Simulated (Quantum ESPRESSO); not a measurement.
# Al3Au (I4/mmm) in Quantum ESPRESSO: equation of state

Aim: energy against volume of Al3Au in PBEsol, for its equilibrium volume and stiffness.

All numbers are computed with Quantum ESPRESSO 7.5; they aren't measurements. Logs are shortened: lines on timing, memory, paths and dates and some standing lists are left out, and cuts for length are marked.

### 1 The crystal as given

It takes space group I4/mmm (No. 139, tetragonal). The conventional cell has a = 4.051 Å, b = 4.051 Å, c = 8.113 Å, α = 90.00°, β = 90.00°, γ = 90.00°. Around Au (site symmetry 4/mmm) lie 12 Al at 2.86 to 2.87 Å. Al (site symmetry 4/mmm) is surrounded by 4 Au at 2.86 Å and 8 Al at 2.87 Å. Al (site symmetry -4m2) is surrounded by 8 Al at 2.86 to 2.87 Å and 4 Au at 2.87 Å.

The cell comes from a database or a generator and needn't be the stable form of this composition.

### 2 Single point, PBEsol, 15.64 Å³/atom

pw.in

```
&CONTROL
  calculation = 'scf'
  prefix = 'pwscf'
  outdir = './tmp'
  pseudo_dir = './pseudo'
  tprnfor = .true.
  tstress = .true.
  disk_io = 'nowf'
/
&SYSTEM
  ibrav = 0
  nat = 4
  ntyp = 2
  ecutwfc = 45
  ecutrho = 360
  nbnd = 16
  occupations = 'smearing'
  smearing = 'fd'
  degauss = 0.00367493
/
&ELECTRONS
  conv_thr = 8d-10
  electron_maxstep = 120
  mixing_beta = 0.5
/
ATOMIC_SPECIES
Au   196.9666 au_pbesol_v1.uspp.F.UPF
Al    26.9815 al_pbesol_v1.uspp.F.UPF
CELL_PARAMETERS angstrom
  -1.9839880723    1.9839880723    3.9737890086
   1.9839880723   -1.9839880723    3.9737890086
   1.9839880723    1.9839880723   -3.9737890086
ATOMIC_POSITIONS crystal
Au     0.0000000000    0.0000000000    0.0000000000
Al     0.5000000000    0.5000000000    0.0000000000
Al     0.2500000000    0.7500000000    0.5000000000
Al     0.7500000000    0.2500000000    0.5000000000
K_POINTS automatic
9 9 9 0 0 0
```

Potentials or basis: GBRV 1.5 PBEsol.

Run with:

```
$ OMP_NUM_THREADS=1 mpirun -n 2 pw.x -nk 2 -in pw.in > pw.out
```

pw.out:

```text
This program is part of the open-source Quantum ESPRESSO suite
     for quantum simulation of materials; please cite
[... 6 lines left out ...]
     using ibrav=0 with symmetry is DISCOURAGED, use correct ibrav instead

     K-points division:     npool     =       2
     Subspace diagonalization in iterative solution of the eigenvalue problem:
     a serial algorithm will be used

     G-vector sticks info
     --------------------
     sticks:   dense  smooth     PW     G-vecs:    dense   smooth      PW
     Sum        2281    1143    345                48601    17125    2977

     Using Slab Decomposition

     bravais-lattice index     =            0
     lattice parameter (alat)  =       9.1926  a.u.
     unit-cell volume          =     422.2207 (a.u.)^3
     number of atoms/cell      =            4
     number of atomic types    =            2
     number of electrons       =        20.00
     number of Kohn-Sham states=           16
     kinetic-energy cutoff     =      45.0000  Ry
     charge density cutoff     =     360.0000  Ry
     scf convergence threshold =      8.0E-10
     mixing beta               =       0.5000
     number of iterations used =            8  plain     mixing
     Exchange-correlation= SLA  PW   PSX  PSC
                           (   1   4  10   8   0   0   0)

     celldm(1)=   9.192584  celldm(2)=   0.000000  celldm(3)=   0.000000
     celldm(4)=   0.000000  celldm(5)=   0.000000  celldm(6)=   0.000000

     crystal axes: (cart. coord. in units of alat)
               a(1) = (  -0.407850   0.407850   0.816895 )
               a(2) = (   0.407850  -0.407850   0.816895 )
               a(3) = (   0.407850   0.407850  -0.816895 )

     reciprocal axes: (cart. coord. in units 2 pi/alat)
               b(1) = ( -0.000000  1.225941  0.612074 )
               b(2) = (  1.225941 -0.000000  0.612074 )
               b(3) = (  1.225941  1.225941  0.000000 )

     PseudoPot. # 1 for Au read from file:
     au_pbesol_v1.uspp.F.UPF
     Pseudo is Ultrasoft + core correction, Zval = 11.0
     Generated by new atomic code, or converted to UPF format
     Using radial grid of  985 points,  7 beta functions with:
                l(1) =   0
                l(2) =   0
                l(3) =   1
                l(4) =   1
                l(5) =   2
                l(6) =   2
                l(7) =   3
     Q(r) pseudized with  6 coefficients,  rinner =    1.900   1.900   1.900
                                                       1.900   1.900   1.900
                                                       1.900

     PseudoPot. # 2 for Al read from file:
     al_pbesol_v1.uspp.F.UPF
     Pseudo is Ultrasoft + core correction, Zval =  3.0
     Generated by new atomic code, or converted to UPF format
     Using radial grid of  893 points,  3 beta functions with:
                l(1) =   0
                l(2) =   1
                l(3) =   2
     Q(r) pseudized with  8 coefficients,  rinner =    0.900   0.900   0.900
                                                       0.900   0.900

     atomic species   valence    mass     pseudopotential
     Au               11.00   196.96660     Au( 1.00)
     Al                3.00    26.98150     Al( 1.00)

     16 Sym. Ops., with inversion, found

   Cartesian axes

     site n.     atom                  positions (alat units)
         1        Au     tau(   1) = (   0.0000000   0.0000000   0.0000000  )
         2        Al     tau(   2) = (   0.0000000   0.0000000   0.8168947  )
         3        Al     tau(   3) = (   0.4078499   0.0000000   0.4084474  )
         4        Al     tau(   4) = (   0.0000000   0.4078499   0.4084474  )

     number of k points=    75  Fermi-Dirac smearing, width (Ry)=  0.0037
                       cart. coord. in units 2pi/alat
        k(    1) = (   0.0000000   0.0000000   0.0000000), wk =   0.0027435
        k(    2) = (   0.1362157   0.1362157   0.0000000), wk =   0.0109739
        k(    3) = (   0.2724314   0.2724314   0.0000000), wk =   0.0109739
        k(    4) = (   0.4086471   0.4086471   0.0000000), wk =   0.0109739
        k(    5) = (   0.5448628   0.5448628   0.0000000), wk =   0.0109739
        k(    6) = (   0.1362157  -0.0000000   0.0680082), wk =   0.0219479
[... 67 lines left out ...]
        k(   74) = (   0.0000000   0.0000000   0.5440658), wk =   0.0054870
        k(   75) = (  -0.0000000   1.0897256   0.0000000), wk =   0.0109739

     Dense  grid:    48601 G-vectors     FFT dimensions: (  60,  60,  60)

     Smooth grid:    17125 G-vectors     FFT dimensions: (  40,  40,  40)

     Initial potential from superposition of free atoms

     starting charge      19.9928, renormalised to      20.0000
     Starting wfcs are   21 randomized atomic wfcs

     Self-consistent Calculation

     iteration #  1     ecut=    45.00 Ry     beta= 0.50
     Davidson diagonalization with overlap
     ethr =  1.00E-02,  avg # of iterations =  3.8

     total energy              =    -134.51953715 Ry
     estimated scf accuracy    <       0.56591481 Ry

     iteration #  2     ecut=    45.00 Ry     beta= 0.50
     Davidson diagonalization with overlap
     ethr =  2.83E-03,  avg # of iterations =  2.0
[... 57 lines left out ...]
     total energy              =    -134.78061451 Ry
     estimated scf accuracy    <          9.5E-09 Ry

     iteration # 11     ecut=    45.00 Ry     beta= 0.50
     Davidson diagonalization with overlap
     ethr =  4.73E-11,  avg # of iterations =  2.0

     End of self-consistent calculation

          k = 0.0000 0.0000 0.0000 (  2109 PWs)   bands (ev):

    -0.6993   4.6045   4.6991   4.9138   4.9138   5.4679   8.2475  11.0031
    11.0031  11.5535  11.8056  11.9456  11.9456  12.0196  13.6208  14.6654

          k = 0.1362 0.1362 0.0000 (  2137 PWs)   bands (ev):

    -0.4502   4.6664   4.7595   4.7912   4.8335   5.3218   8.6409  10.0102
    10.0320  10.3950  10.8058  11.7226  13.7005  14.0425  14.8982  15.1889
[... 123 lines left out ...]
     1.5441   4.0313   4.2014   4.8602   5.2377   5.2406   6.9151   7.6460
     8.7542   9.5239  10.1079  10.2430  14.0390  15.8816  17.9437  18.8081

          k = 0.5449 0.5449 0.1360 (  2165 PWs)   bands (ev):

     2.7734   3.8072   4.0506   4.9070   5.1592   5.7535   6.3712   6.7464
     7.0055   9.1172  10.0107  11.5502  13.4949  15.6337  17.5380  20.1977

          k =-0.0000-0.0000 0.1360 (  2128 PWs)   bands (ev):

    -0.5749   4.5463   4.5747   4.9590   4.9590   5.4747   7.6257  10.3349
    10.3349  11.0200  12.0643  12.7096  12.7096  13.0724  14.0989  14.7992

          k = 0.4086 0.2724 0.2040 (  2159 PWs)   bands (ev):

     1.1289   3.9102   4.4803   4.7226   5.1320   5.2647   6.6225   8.1844
     8.8009   9.6717  10.7218  11.5812  14.5269  16.0067  16.3369  17.7997

          k = 0.5449 0.4086 0.2040 (  2161 PWs)   bands (ev):
[... 16 lines left out ...]
     2.0678   3.1089   4.5097   4.5908   5.1786   5.3415   6.0468   8.0081
     8.7899   9.5121   9.9536  12.8187  14.7011  15.9332  16.5546  17.5360

          k = 0.6811 0.4086 0.2720 (  2157 PWs)   bands (ev):

     2.7330   3.2494   4.1949   4.8570   5.0570   5.4586   6.1138   7.2725
     7.8662   9.3948  10.1622  12.0378  12.9742  17.3831  18.1631  18.2690

          k =-0.0000-0.2724 0.2720 (  2144 PWs)   bands (ev):

     0.2802   4.0316   4.4178   5.0843   5.1228   5.3202   6.4854   7.5436
    10.1125  11.0589  11.8243  14.0417  14.5946  15.0287  15.5314  15.6735

          k = 0.1362-0.1362 0.2720 (  2149 PWs)   bands (ev):

     0.0394   4.1022   4.4948   5.0120   5.1199   5.3648   6.6410   8.4662
     8.9100  12.1343  12.5553  12.8220  13.6452  15.0108  15.4239  16.0933

          k = 0.8173 0.4086 0.3400 (  2161 PWs)   bands (ev):
[... 86 lines left out ...]
     2.9870   3.7341   3.9235   4.5992   5.4640   5.6644   6.3123   6.4566
     7.3775   9.5242  10.4577  10.9418  12.2435  17.5385  18.9818  19.6288

          k = 0.0000 0.0000 0.2720 (  2132 PWs)   bands (ev):

    -0.2050   4.0667   4.5013   5.0843   5.0843   5.4920   6.5519   9.4784
     9.4784  10.8154  12.1650  13.8697  13.8697  14.5241  15.1916  15.6784

          k =-0.0000-0.1362 0.3400 (  2152 PWs)   bands (ev):

     0.1901   3.7307   4.4479   5.1640   5.1651   5.4426   6.1108   8.2155
     9.2860  11.3752  12.6588  13.5139  14.5147  15.3810  16.0380  17.0767

          k = 0.0000-0.2724 0.4080 (  2152 PWs)   bands (ev):

     0.8702   3.4647   4.2293   5.1643   5.3033   5.3707   5.6323   7.0151
     9.4863  11.7045  12.4634  14.6349  14.7289  16.0410  16.6370  16.6386

          k = 0.1362-0.1362 0.4080 (  2146 PWs)   bands (ev):
[... 21 lines left out ...]
     2.2683   3.1036   3.4047   4.9558   5.2411   5.2913   5.8023   6.3108
     8.9606  12.4071  13.0927  13.6157  14.8735  15.1689  16.6079  16.8212

          k =-0.9535-0.2724-0.0680 (  2146 PWs)   bands (ev):

     2.0815   2.9360   4.3392   4.4805   5.2191   5.3178   5.7798   7.1001
     7.2626  12.7092  14.5200  14.5742  14.8568  14.8817  15.2626  16.2130

          k =-0.0000 0.5449 0.0000 (  2142 PWs)   bands (ev):

     1.2242   3.4445   4.1662   4.9726   5.2225   5.4068   6.1830   6.7402
    10.6931  11.9780  12.5462  12.8028  12.8053  14.0177  14.3629  15.6916

          k = 0.1362 0.6811 0.0000 (  2147 PWs)   bands (ev):

     2.3199   3.0197   3.5364   4.9708   5.2374   5.3829   5.9902   6.1832
     9.7519  11.6104  12.9415  13.0809  13.3465  14.3400  16.3449  17.6313

          k = 0.2724 0.8173 0.0000 (  2145 PWs)   bands (ev):

     2.7860   3.0847   3.6345   4.6988   5.1789   5.2456   5.9545   6.3898
     7.6983  11.7830  13.1697  14.0921  14.5847  15.2161  15.8251  16.6597

          k =-0.0000-0.0000 0.4080 (  2148 PWs)   bands (ev):

     0.3990   3.2378   4.4212   5.2523   5.2523   5.5119   5.7887   8.7930
     8.7930  10.7462  12.2605  15.1221  15.1221  15.7662  15.9865  17.8187

          k = 0.0000-0.1362 0.4761 (  2146 PWs)   bands (ev):

     0.8986   2.8190   4.3737   5.3146   5.3434   5.4542   5.5236   7.7678
     8.7489  11.2986  12.8375  14.6453  15.6566  16.3297  17.3064  17.4072

          k =-0.0000 0.9535-0.0680 (  2148 PWs)   bands (ev):
[... 16 lines left out ...]
     2.1981   2.2340   4.1664   4.9289   5.3205   5.3345   5.6163   6.7917
     8.2697  12.7546  13.8847  14.5756  15.0895  15.4856  16.3459  16.9292

          k = 0.0000 0.0000 0.5441 (  2136 PWs)   bands (ev):

     1.2039   2.2309   4.3707   5.3836   5.3836   5.4534   5.5250   8.3967
     8.3967  10.7268  12.3135  16.2632  16.4354  16.4354  17.4572  18.0489

          k =-0.0000 1.0897 0.0000 (  2152 PWs)   bands (ev):

     1.6828   1.9319   4.3455   5.3476   5.4018   5.4303   5.4379   7.5934
     8.5524  11.2737  12.8499  15.6912  16.3950  16.5166  17.0314  17.1528

     the Fermi energy is    11.0649 ev

!    total energy              =    -134.78061451 Ry
     estimated scf accuracy    <          3.0E-10 Ry
     smearing contrib. (-TS)   =      -0.00074108 Ry
     internal energy E=F+TS    =    -134.77987344 Ry

     The total energy is F=E-TS. E is the sum of the following terms:
     one-electron contribution =      -2.09511023 Ry
     hartree contribution      =      17.94361608 Ry
     xc contribution           =     -74.83418347 Ry
     ewald contribution        =     -75.79419583 Ry

     convergence has been achieved in  11 iterations

     Forces acting on atoms (cartesian axes, Ry/au):

     atom    1 type  1   force =     0.00000000   -0.00000000    0.00000000
     atom    2 type  2   force =    -0.00000000   -0.00000000   -0.00000000
     atom    3 type  2   force =     0.00000000    0.00000000    0.00000000
     atom    4 type  2   force =    -0.00000000   -0.00000000   -0.00000000

     Total force =     0.000000     Total SCF correction =     0.000000

     Computing stress (Cartesian axis) and pressure

          total   stress  (Ry/bohr**3)                   (kbar)     P=       37.32
   0.00026732  -0.00000000  -0.00000000           39.32       -0.00       -0.00
  -0.00000000   0.00026732  -0.00000000           -0.00       39.32       -0.00
  -0.00000000  -0.00000000   0.00022639           -0.00       -0.00       33.30

=------------------------------------------------------------------------------=
   JOB DONE.
=------------------------------------------------------------------------------=
```

It took 43 s on 2 MPI ranks of Arm Neoverse V1, shared host; peak memory 0.48 GiB.

Results:

- Free energy: -1833.7837 eV
- Pressure: 3.7 GPa
- Band gap on the k mesh: none (metal or under the smearing width)

### 3 Single point, PBEsol, 15.97 Å³/atom

Changes to pw.in since step 2:

```diff
@@ -29,5 +29,5 @@
 CELL_PARAMETERS angstrom
-  -1.9839880723    1.9839880723    3.9737890086
-   1.9839880723   -1.9839880723    3.9737890086
-   1.9839880723    1.9839880723   -3.9737890086
+  -1.9979602797    1.9979602797    4.0017743603
+   1.9979602797   -1.9979602797    4.0017743603
+   1.9979602797    1.9979602797   -4.0017743603
 ATOMIC_POSITIONS crystal
```

Potentials or basis: GBRV 1.5 PBEsol.

Run with:

```
$ OMP_NUM_THREADS=1 mpirun -n 2 pw.x -nk 2 -in pw.in > pw.out
```

It took 44 s on 2 MPI ranks of Arm Neoverse V1, shared host; peak memory 0.48 GiB.

The run converged. Its results:

* Free energy: -1833.8047 eV
* Pressure: 1.3 GPa
* Band gap on the k mesh: none (metal or under the smearing width)

### 4 Single point, PBEsol, 16.31 Å³/atom

Changes to pw.in since step 3:

```diff
@@ -29,5 +29,5 @@
 CELL_PARAMETERS angstrom
-  -1.9979602797    1.9979602797    4.0017743603
-   1.9979602797   -1.9979602797    4.0017743603
-   1.9979602797    1.9979602797   -4.0017743603
+  -2.0117397515    2.0117397515    4.0293736763
+   2.0117397515   -2.0117397515    4.0293736763
+   2.0117397515    2.0117397515   -4.0293736763
 ATOMIC_POSITIONS crystal
```

Run with:

```
$ OMP_NUM_THREADS=1 mpirun -n 2 pw.x -nk 2 -in pw.in > pw.out
```

Wall time 45 s (2 MPI ranks of Arm Neoverse V1, shared host); peak memory 0.5 GiB.

Results (log left out):

- Free energy: -1833.8066 eV
- Pressure: -0.9 GPa
- Band gap on the k mesh: none (metal or under the smearing width)

### 5 Single point, PBEsol, 16.64 Å³/atom

Changes to pw.in since step 4:

```diff
@@ -29,5 +29,5 @@
 CELL_PARAMETERS angstrom
-  -2.0117397515    2.0117397515    4.0293736763
-   2.0117397515   -2.0117397515    4.0293736763
-   2.0117397515    2.0117397515   -4.0293736763
+  -2.0253330000    2.0253330000    4.0566000000
+   2.0253330000   -2.0253330000    4.0566000000
+   2.0253330000    2.0253330000   -4.0566000000
 ATOMIC_POSITIONS crystal
```

Run with:

```
$ OMP_NUM_THREADS=1 mpirun -n 2 pw.x -nk 2 -in pw.in > pw.out
```

Run time: 61 s. Hardware: 2 MPI ranks of Arm Neoverse V1, shared host; peak memory 0.5 GiB.

Results (log left out):

```yaml
Free_energy: -1833.7916 eV
Pressure: -2.8 GPa
Band_gap_on_the_k_mesh: none (metal or under the smearing width)
```

### 6 Single point, PBEsol, 16.97 Å³/atom

Changes to pw.in since step 5:

```diff
@@ -29,5 +29,5 @@
 CELL_PARAMETERS angstrom
-  -2.0253330000    2.0253330000    4.0566000000
-   2.0253330000   -2.0253330000    4.0566000000
-   2.0253330000    2.0253330000   -4.0566000000
+  -2.0387461922    2.0387461922    4.0834656836
+   2.0387461922   -2.0387461922    4.0834656836
+   2.0387461922    2.0387461922   -4.0834656836
 ATOMIC_POSITIONS crystal
```

Potentials or basis: GBRV 1.5 PBEsol.

Run with:

```
$ OMP_NUM_THREADS=1 mpirun -n 2 pw.x -nk 2 -in pw.in > pw.out
```

Run time: 63 s. Hardware: 2 MPI ranks of Arm Neoverse V1, shared host; peak memory 0.5 GiB.

Results (log left out):

```yaml
Free_energy: -1833.7616 eV
Pressure: -4.5 GPa
Band_gap_on_the_k_mesh: none (metal or under the smearing width)
```

### 7 Single point, PBEsol, 17.31 Å³/atom

Changes to pw.in since step 6:

```diff
@@ -29,5 +29,5 @@
 CELL_PARAMETERS angstrom
-  -2.0387461922    2.0387461922    4.0834656836
-   2.0387461922   -2.0387461922    4.0834656836
-   2.0387461922    2.0387461922   -4.0834656836
+  -2.0519851748    2.0519851748    4.1099824375
+   2.0519851748   -2.0519851748    4.1099824375
+   2.0519851748    2.0519851748   -4.1099824375
 ATOMIC_POSITIONS crystal
```

Run with:

```
$ OMP_NUM_THREADS=1 mpirun -n 2 pw.x -nk 2 -in pw.in > pw.out
```

Run time: 64 s. Hardware: 2 MPI ranks of Arm Neoverse V1, shared host; peak memory 0.52 GiB.

It converged, with:

* Free energy: -1833.7182 eV
* Pressure: -6.0 GPa
* Band gap on the k mesh: none (metal or under the smearing width)

### 8 Single point, PBEsol, 17.64 Å³/atom

Changes to pw.in since step 7:

```diff
@@ -29,5 +29,5 @@
 CELL_PARAMETERS angstrom
-  -2.0519851748    2.0519851748    4.1099824375
-   2.0519851748   -2.0519851748    4.1099824375
-   2.0519851748    2.0519851748   -4.1099824375
+  -2.0650554965    2.0650554965    4.1361613754
+   2.0650554965   -2.0650554965    4.1361613754
+   2.0650554965    2.0650554965   -4.1361613754
 ATOMIC_POSITIONS crystal
```

Run with:

```
$ OMP_NUM_THREADS=1 mpirun -n 2 pw.x -nk 2 -in pw.in > pw.out
```

It took 67 s on 2 MPI ranks of Arm Neoverse V1, shared host; peak memory 0.52 GiB.

The run converged. Its results:

```yaml
Free_energy: -1833.6630 eV
Pressure: -7.3 GPa
Band_gap_on_the_k_mesh: none (metal or under the smearing width)
```

### 9 Equation of state, PBEsol

Potentials or basis: GBRV 1.5 PBEsol.

No new run: the results of the series are fitted here.

What came out:

```
Equilibrium volume                        : 16.18 Å³/atom
Bulk modulus at fixed shape and positions : 104 GPa
Pressure derivative of the bulk modulus   : 4.8
```

Energy against volume, from the lowest point:
```csv
volume (Å³/atom),energy (meV/atom)
15.642,5.73
15.974,0.48
16.307,0.00
16.640,3.75
16.973,11.25
17.306,22.10
17.638,35.90
```

Caveat: the cell was scaled at fixed shape and fractional positions, which overstates the stiffness of a crystal with free parameters, most of all of layers and chains.
